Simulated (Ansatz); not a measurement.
# TaCl+ (octet): from Hartree-Fock to the top rungs, def2-QZVPP

An exercise on one series of results from a longer session: the logs are not shown, and one member is left open.

Program: Ansatz 0.2.0, Gaussian basis. Level of theory: def2-QZVPP, core rule «outside noble gas», up to 9 orbitals frozen. These are calculated values, not measurements.

Plan: UHF; ROHF; CCSD(T) on UHF.

### The geometry

The geometry is a PBE0/def2-TZVP stationary point (not a proven minimum) of the parent state, kept for this charge and spin. No spin-orbit coupling is included. Elements past krypton take def2 core potentials.

2 atoms, charge 1, spin multiplicity 8.

Atoms are counted from 1 here; the program's logs count them from 0.

Bond lengths: Ta1–Cl2 2.875 Å.

Set-up of the first run:

in.yaml

```yaml
crystal:
  periodic: [false, false, false]
  atoms:
    - {symbol: Ta, position_ang: [0.000000, 0.000000, 0.000000]}
    - {symbol: Cl, position_ang: [0.000000, 0.000000, 2.875200]}
basis:
  gaussian: {orbitals: "def2-QZVPP.json"}
total_charge: 1
magnetization: {spin_polarized: true, initial_magnetization: 7}
hamiltonian: {xc: hf}
output: {orbitals: {seedname: orbitals}}
```

Run with:

```bash
$ ansatz run in.yaml --threads 1 --pin off --events-out ev --progress --plain --max-ram 4096MiB --backend cpu
```

Steps of the session up to this table: UHF; ROHF; CCSD(T) on UHF.

One table of the session follows, with a row left open; its other results are not shown here.

| method | from UCCSD(T) (meV) |
| --- | --- |
| ROHF | ? |
| UHF | +6487.6 |
| UMP2 | +1104.9 |
| UCCSD | +233.5 |
| UCCSD(T) | 0 |

Q: Estimate the row for ROHF from the others.

As computed: from UCCSD(T) (meV): +6815.1. In the column «from UCCSD(T) (meV)» it is the highest.
